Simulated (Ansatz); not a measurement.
# CH5BOSi: the cost of one run

Method: RKS PBE0/6-31G, in Ansatz 0.2.0.

## Step 1: The structure to begin with

Bond lengths: B1–Si2 1.876 Å, Si2–C3 1.830 Å, C3–O4 1.186 Å, B1–H5 1.223 Å, B1–H6 1.233 Å, Si2–H7 1.496 Å, Si2–H8 1.438 Å, C3–H9 1.123 Å. Angles: B1–Si2–C3 110.5°, B1–Si2–H7 108.9°, B1–Si2–H8 110.2°, C3–Si2–H7 109.4°, C3–Si2–H8 109.5°, H7–Si2–H8 108.2°, Si2–B1–H5 122.6°, Si2–B1–H6 122.7°, H5–B1–H6 114.7°, Si2–C3–O4 123.1°, Si2–C3–H9 121.5°, O4–C3–H9 115.0°.

As a file:

```xyz
9

B    -0.7953    0.8879   -1.0100
Si    0.3051   -0.4917   -0.3727
C     0.4489   -0.4071    1.4493
O    -0.0171    0.4707    2.0959
H    -1.0616    1.0225   -2.1957
H    -1.3250    1.7160   -0.2652
H     1.6633   -0.3519   -0.9849
H    -0.2302   -1.7709   -0.7533
H     1.1004   -1.1218    2.0196
```

## Step 2: Preparing the start

File input.yaml:

```yaml
crystal:
  periodic: [false, false, false]
  atoms:
    - { symbol: B, position_ang: [-0.7953, 0.8879, -1.01] }
    - { symbol: Si, position_ang: [0.3051, -0.4917, -0.3727] }
    - { symbol: C, position_ang: [0.4489, -0.4071, 1.4493] }
    - { symbol: O, position_ang: [-0.0171, 0.4707, 2.0959] }
    - { symbol: H, position_ang: [-1.0616, 1.0225, -2.1957] }
    - { symbol: H, position_ang: [-1.325, 1.716, -0.2652] }
    - { symbol: H, position_ang: [1.6633, -0.3519, -0.9849] }
    - { symbol: H, position_ang: [-0.2302, -1.7709, -0.7533] }
    - { symbol: H, position_ang: [1.1004, -1.1218, 2.0196] }
basis:
  gaussian: { orbitals: "6-31G" }
hamiltonian:
  xc: pbe0
relax:
  f_tol: 0.02
  max_steps: 40
scf:
  lower_state_search: "off"
output:
  orbitals: {}
```

Launch:

```
$ ansatz run input.yaml --threads 1 --pin off --max-ram 2048MiB --backend cpu --events-out ev --progress --plain --runs-dir out
```

**Question.** How long does this run take on 1 thread of Arm Neoverse V1, shared host, and how much memory does it need?

About 52 s, with a peak of 0.14 GiB.
